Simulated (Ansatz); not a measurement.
# Co in Ansatz: reference runs

How does Co come out in PBE? The cell is run as given.

All numbers are computed with Ansatz 0.2.0; they aren't measurements. Logs are shortened: lines on timing, memory, paths and dates and some standing lists are left out, and cuts for length are marked.

### 1 The cell of the first run

The cell holds a slab with vacuum, 6 atoms: a = 2.519 Å, b = 2.519 Å, c = 25.227 Å, α = 90.00°, β = 90.00°, γ = 120.00°.

### 2 Single point, PBE, collinear spin, ferromagnetic start (the (0 0 1) slab of Co, cut from the database cell, not relaxed)

Input file input.yaml:

```yaml
crystal:
  lattice:
    - [2.5190008694, 0.0, 0.0]
    - [-1.2595004347, 2.1815187451, 0.0]
    - [0.0, 0.0, 25.2275]
  atoms:
    - { symbol: Co, position: [0.6666666667, 0.3333333334, 0.297294619], spin: 2.0 }
    - { symbol: Co, position: [0.3333333333, 0.6666666666, 0.3783767714], spin: 2.0 }
    - { symbol: Co, position: [0.6666666667, 0.3333333334, 0.4594589238], spin: 2.0 }
    - { symbol: Co, position: [0.3333333333, 0.6666666666, 0.5405410762], spin: 2.0 }
    - { symbol: Co, position: [0.6666666667, 0.3333333334, 0.6216232286], spin: 2.0 }
    - { symbol: Co, position: [0.3333333333, 0.6666666666, 0.702705381], spin: 2.0 }
hamiltonian:
  xc: pbe
  pseudopotentials: { kind: paw }
magnetization:
  spin_polarized: true
kpoints:
  mp_grid: { grid: [12, 12, 1] }
scf:
  occupations: { method: fermi_dirac, width: 0.05 }
output:
  forces: true
  eigenvalues: true
efield:
  axis: 3
  dipole_correction: true
  ramp_width: 0.04
```

Potentials or basis: Ansatz PAW.

On the command line:

```console
> ansatz run input.yaml --threads 4 --pin off --max-ram 11264MiB --backend cpu --events-out ev --progress --plain --runs-dir out
```

The program printed:

```text
Warning: RAYON_NUM_THREADS=4 ignored (pool sized by the plan → 4); use --threads N
Engine: ansatz 0.2.0, aarch64-unknown-linux-gnu
Pseudopotentials: kind: paw
Pseudopotential: Co, paw, valence charge 17, recommended cutoff 420 eV (normal), Co.paw.azcp
Functional definition: PBE
  parameter kappa = 0.804
  parameter beta = 0.06672455060314922
  exchange = pbe_x(kappa = kappa, mu = beta*pi^2/3)
  correlation = pbe_c(beta = beta)
Crystal: 6 atoms, lattice volume = 138.631 Å³
Basis set: ecut = 420 eV, 2731 PW (Γ), exchange–correlation on 36×36×360 points (8 copies of the dense FFT grid, shifted against one another)
Bands: 69, of which v1, the nominal top of the filled ones, is band 51 counted from 1 (50 counted from 0)
Symmetry: 6 space group operations
k-points: 19 of 144 (time reversal used)
Non-local potential: Co, projectors of the file, l = 0: 3, l = 1: 2, l = 2: 3, l = 3: 1
PAW form: soft (Blöchl's): semilocal exchange-correlation on the pseudo side does not see the compensation charge
PAW one-centre angular grid: Co, 590 points (default); XC on 64 Gauss nodes
Initial density: superposition of atomic densities (neutral atoms: chi_scale 0, normalization atom)
Starting moments: Σ|m| = 12 μB on 6 of 6 sites
Initial wavefunctions: pseudopotential atomic-orbital guess
Functional: x = pbe(κ = 0.804, μ = 0.2195149727645171), c = pbe(β = 0.06672455060314922)
SCF iter   1: F=—  HF=-30753.038678 eV  |F-HF|=—  |Δ(HF+E_count)|=         —  Δρ=5.12e-2 (↑2.43e-2 ↓5.12e-2)  dr2=1.02e1  dr2_m=5.48e-1  M=11.002 μB ∫|m|=11.409 μB  β_m=1.00  ethr=3.10e-3  p=0.000 e·Å  D=2.27e-14 V/Å  ΔV_dip=-0.00 eV  dr2_dipole=2.10e-6  V_vac-E_F(+/−)=7.47/7.47 eV  ⟨swp⟩=9.3  Hψ=12494  notcnv=0  defer=44
Mixer restart at iter 1: flushing history
efield: sawtooth ramp at fractional position 0.9800 (placed from the atoms, in the widest stretch of the axis that holds none; the zero of the levels goes with the place), width 0.0400; the density the first Hamiltonian is built on has a dipole p = 0.000 e·Å; the dipole correction subtracts the counter field D = 2.27e-14 V/Å, which shifts the + side's vacuum level by -0.00 eV against the − side's; the planar-averaged density in the ramp window peaks in size at 6.2e-6 e/Å³
preconditioner: auto → LDOS  [metal: Δε(μ)=0.040 eV  Ē_g=7.819 eV  σ=0.050 eV  W_gap=0.19  n_scr=20 (ndim 8)  ℏωp=23.2 eV  f_vac=0.466  D(μ)=5.28/eV (n_scr^D=20)]
spin=Collinear: LDOS preconditioning applied to the charge; magnetization (m = ρ↑ − ρ↓) channel mixes plain (no charge-response kernel on spin).
SCF iter   2: F=—  HF=-30751.822271 eV  |F-HF|=—  |Δ(HF+E_count)|=    1.22e0  Δρ=1.76e-2 (↑1.76e-2 ↓8.47e-3)  dr2=5.17e-1  dr2_m=1.58e-1  M=10.887 μB ∫|m|=11.779 μB  β_m=0.31  ethr=3.10e-3  p=0.000 e·Å  D=1.39e-5 V/Å  ΔV_dip=-0.00 eV  dr2_dipole=2.29e-7  V_vac-E_F(+/−)=6.50/6.50 eV  ⟨swp⟩=2.5  Hψ=4499  notcnv=0  defer=201
density mixer auto → msr1: a metal under ldos (density of states about μ 2.93 of a free-electron gas's, 20 screened modes)
SCF iter   3: F=—  HF=-30753.306158 eV  |F-HF|=—  |Δ(HF+E_count)|=    1.48e0  Δρ=8.68e-3 (↑8.68e-3 ↓7.32e-3)  dr2=1.58e-1  dr2_m=6.13e-2  M=10.800 μB ∫|m|=11.704 μB  β_m=0.48  ethr=5.06e-4  p=0.000 e·Å  D=2.45e-5 V/Å  ΔV_dip=-0.00 eV  dr2_dipole=2.28e-8  V_vac-E_F(+/−)=6.08/6.08 eV  ⟨swp⟩=2.9  Hψ=4424  notcnv=0  defer=205
SCF iter   4: F=—  HF=-30754.936444 eV  |F-HF|=—  |Δ(HF+E_count)|=    1.63e0  Δρ=6.21e-3 (↑4.82e-3 ↓6.21e-3)  dr2=1.02e-1  dr2_m=1.76e-2  M=10.549 μB ∫|m|=11.519 μB  β_m=0.54  ethr=1.54e-4  p=0.000 e·Å  D=1.86e-5 V/Å  ΔV_dip=-0.00 eV  dr2_dipole=7.74e-9  V_vac-E_F(+/−)=5.42/5.42 eV  ⟨swp⟩=3.4  Hψ=5677  notcnv=0  defer=206
[... 7 lines left out ...]
SCF iter  12: F=—  HF=-30755.359128 eV  |F-HF|=—  |Δ(HF+E_count)|=   1.47e-6  Δρ=1.92e-5 (↑8.84e-6 ↓1.92e-5)  dr2=5.46e-7  dr2_m=1.18e-7  M=10.207 μB ∫|m|=11.267 μB  β_m=0.73  ethr=3.34e-9  p=-0.000 e·Å  D=-4.34e-7 V/Å  ΔV_dip=0.00 eV  dr2_dipole=4.09e-9  V_vac-E_F(+/−)=4.94/4.94 eV  ⟨swp⟩=3.0  Hψ=5326  notcnv=0  defer=219
SCF iter  13: F=—  HF=-30755.359129 eV  |F-HF|=—  |Δ(HF+E_count)|=   4.02e-7  Δρ=6.02e-6 (↑4.98e-6 ↓6.02e-6)  dr2=3.16e-8  dr2_m=2.79e-8  M=10.207 μB ∫|m|=11.267 μB  β_m=0.87  ethr=5.36e-10  p=0.000 e·Å  D=1.40e-7 V/Å  ΔV_dip=-0.00 eV  dr2_dipole=3.79e-9  V_vac-E_F(+/−)=4.94/4.94 eV  ⟨swp⟩=2.5  Hψ=4168  notcnv=0  defer=219
SCF iter  14: F=—  HF=-30755.359129 eV  |F-HF|=—  |Δ(HF+E_count)|=   1.05e-7  Δρ=9.69e-6 (↑7.20e-6 ↓9.69e-6)  dr2=2.43e-7  dr2_m=8.95e-9  M=10.207 μB ∫|m|=11.267 μB  β_m=0.87  ethr=3.10e-11  p=-0.000 e·Å  D=-8.01e-7 V/Å  ΔV_dip=0.00 eV  dr2_dipole=1.61e-8  V_vac-E_F(+/−)=4.94/4.94 eV  ⟨swp⟩=2.9  Hψ=5319  notcnv=0  defer=219
SCF iter  15: F=-30755.359129 eV  HF=-30755.359129 eV  |F-HF|=4.25e-8  |Δ(HF+E_count)|=   1.78e-8  Δρ=4.69e-6 (↑1.39e-6 ↓4.69e-6)  dr2=4.58e-8  dr2_m=4.42e-9  M=10.207 μB ∫|m|=11.267 μB  ethr=3.10e-11  p=-0.000 e·Å  D=-5.32e-8 V/Å  ΔV_dip=0.00 eV  dr2_dipole=4.50e-11  V_vac-E_F(+/−)=4.94/4.94 eV  ⟨swp⟩=11.9  Hψ=13734  notcnv=0
SCF 1 converged in 15 iterations: F = -30755.359129 eV  dr2 = 4.58e-8
SCF converged after 15 iterations
Magnetization: 10.2071 μB (56.1035 up, 45.8965 down)
Absolute magnetization: 11.2698 μB (∫|ρ↑−ρ↓|, with the PAW one-centre terms)
Spin contamination: 0.2170 ħ² per cell (⟨S²⟩ above its minimum at these occupations)
Per-site moments (μB) at R_I (Å): [(1.8222804810834698, 1.0353003892126738), (1.7748333472570028, 1.0353003892126738), (1.7365042384738316, 1.0353003892126738), (1.736504551129756, 1.035300389212673), (1.7748322759823696, 1.035300389212673), (1.8222799964952738, 1.0353003892126744)]
Free energy (F): -30755.359129 eV
Harris-Foulkes:  -30755.359129 eV  (|F-HF|=4.25e-8)
Internal energy: -30755.304818 eV  (E = F + TS)
E sigma→0 (E₀):  -30755.331973 eV
Entropy (-TS):   -0.054311 eV (-9.052 meV/atom)
Fermi energy:    6.280620 eV
Dipole field:    D = -0.000011 V/Å  (p = -0.000008 e·Å, saw-weighted, corrected)
Work function:   Φ+ = 4.9433 eV   Φ− = 4.9431 eV
Levels:          The Fermi level and band energies are counted from a zero that moves with the ramp; work functions are not
--- Per-component energies (eV) ---
  E_band       = -2723.365274
  E_kinetic    = 2711.338662
  E_local      = -211051.117121  (includes V_loc(G=0)·N_el)
  E_nonlocal   = 2730.401780
  E_hartree    = 103522.652297
  E_xc         = -948.531076
  E_vxc        = -1223.548175  (∫ρ·V_xc dr)
  E_paw        = -9093.765871  (= ΣΔE_a)
  E_vpaw       = -2935.743438  (= ΣTr[D̂ρ^β])
  E_aug_tail   = 0.000482  (compensation charges beyond the density's cutoff)
  E_efield     = 0.000000  (sawtooth field / dipole correction)
  E_vefield    = 0.000000  (∫n·V_field dr)
  E_ewald      = 81373.716029
  E_smearing   = -0.054311  (= −TS)
  E_closure    = 0.000000  (closes the sum)
  Σ components = -30755.359129   (vs F -30755.359129, Δ=0.00e0)
--- Forces (eV/Å), atoms counted from 1 ---
  atom   1  Co    -0.00000000    -0.00000000     0.58428233
  atom   2  Co     0.00000000    -0.00000000    -0.42711021
  atom   3  Co    -0.00000000     0.00000000     0.19681030
  atom   4  Co     0.00000000    -0.00000000    -0.19681742
  atom   5  Co     0.00000000     0.00000000     0.42711367
  atom   6  Co     0.00000000    -0.00000000    -0.58427867
  max |Σ_I F_I| component: 3.06e-9 eV/Å
--- Band table (eV; the first three rows and the last of 38) ---
  k-point 0 ↑: bands = ["-89.8502", "-89.8493", "-89.7971", "-89.7741", "-89.7444", "-89.7444", "-53.2153", "-53.1944", "-53.1014", "-53.0489", "-53.0088", "-52.9731", "-52.9731", "-52.9722", "-52.9722", "-52.9390", "-52.9299", "-52.9299", "-52.9101", "-52.9101", "-52.8486", "-52.8486", "-52.8486", "-52.8486", "-2.3471", "-1.7015", "-0.6942", "0.3692", "1.0211", "1.1954", "3.3668", "3.4472", "3.5354", "3.5845", "3.5962", "3.5962", "3.6133", "3.6133", "3.6681", "3.6681", "3.7868", "3.7868", "3.9134", "3.9134", "3.9658", "3.9658", "4.3887", "4.4060", "4.4060", "4.6327", "4.6327", "4.9176", "4.9176", "5.1426", "5.1426", "5.2517", "5.2517", "5.3266", "5.3266", "5.7941", "6.3186", "10.8738", "11.0187", "12.2150", "12.9162", "14.3755", "14.8672", "17.2446", "17.4789"]
  k-point 1 ↑: bands = ["-89.8479", "-89.8471", "-89.7949", "-89.7725", "-89.7425", "-89.7424", "-53.2100", "-53.1907", "-53.1008", "-53.0511", "-53.0114", "-52.9860", "-52.9842", "-52.9769", "-52.9760", "-52.9479", "-52.9351", "-52.9336", "-52.9226", "-52.9128", "-52.8623", "-52.8622", "-52.8520", "-52.8520", "-2.1118", "-1.4735", "-0.4776", "0.5730", "1.2030", "1.3489", "3.2980", "3.3022", "3.4453", "3.4490", "3.5599", "3.5769", "3.6541", "3.6877", "3.7016", "3.7667", "3.8059", "3.8162", "3.8722", "3.9076", "4.0032", "4.0605", "4.1430", "4.3417", "4.3620", "4.5714", "4.6040", "4.7477", "4.8723", "4.8981", "5.1181", "5.1368", "5.2616", "5.3488", "5.5877", "6.4702", "7.1050", "11.0943", "11.2155", "12.4274", "13.0538", "14.5689", "15.0460", "17.4375", "17.6732"]
  k-point 2 ↑: bands = ["-89.8416", "-89.8410", "-89.7887", "-89.7683", "-89.7372", "-89.7371", "-53.1951", "-53.1807", "-53.1029", "-53.0636", "-53.0227", "-53.0156", "-53.0128", "-52.9874", "-52.9861", "-52.9792", "-52.9542", "-52.9437", "-52.9418", "-52.9205", "-52.8991", "-52.8984", "-52.8611", "-52.8611", "-1.4326", "-0.8243", "0.1207", "1.1122", "1.6752", "1.7342", "2.9669", "3.0684", "3.1980", "3.2508", "3.3136", "3.4429", "3.5142", "3.6614", "3.7619", "3.9011", "3.9064", "3.9162", "3.9285", "4.0350", "4.0534", "4.1223", "4.2032", "4.2801", "4.3127", "4.3924", "4.5601", "4.5832", "4.8649", "4.8831", "5.1245", "5.2819", "5.3959", "5.4035", "6.2852", "7.5220", "8.4549", "11.7556", "11.7887", "13.0637", "13.4856", "15.1667", "15.5852", "18.0180", "18.2503"]
  k-point 18 ↓: bands = ["-87.6454", "-87.6454", "-87.6333", "-87.6333", "-87.5169", "-87.5169", "-51.0622", "-51.0622", "-51.0474", "-51.0332", "-51.0332", "-51.0289", "-51.0002", "-50.9723", "-50.9717", "-50.9716", "-50.9076", "-50.9076", "-50.8984", "-50.8983", "-50.8768", "-50.8768", "-50.8105", "-50.8105", "3.4916", "3.5635", "3.5635", "3.6458", "3.7291", "3.7310", "3.7310", "3.7797", "3.7842", "4.1546", "4.1546", "4.6951", "4.6951", "4.8782", "4.8782", "5.1718", "5.1727", "5.3551", "5.3551", "5.9713", "6.0206", "6.2961", "6.7361", "7.0427", "7.0427", "7.1506", "7.2049", "7.2049", "7.2931", "7.2931", "11.5979", "12.1167", "12.1167", "12.2532", "12.2532", "12.2729", "12.7082", "12.7082", "13.2572", "14.4374", "15.6012", "15.6012", "15.7984", "16.7075", "16.7075"]
```

Run time: 22 s. Hardware: 4 threads of Arm Neoverse V1, shared host; peak memory 0.65 GiB.

What came out:

- Free energy: -30755.3591 eV
- Largest force: 0.584 eV/Å
- Band gap on the k mesh: none (metal or under the smearing width)
- Net moment: 10.21 μB per cell
- Absolute moment: 11.27 μB per cell
- Site moments: Co +1.82, +1.77, +1.74 μB
- Work function of the upper face: 4.94 eV
- Work function of the lower face: 4.94 eV
- Dipole across the slab: 0.000 e·Å

Forces in eV/Å, atoms in the order of the input:
```
Co   0.000  0.000  0.584
Co   0.000  0.000 -0.427
Co   0.000  0.000  0.197
Co   0.000  0.000 -0.197
Co   0.000  0.000  0.427
Co   0.000  0.000 -0.584
```
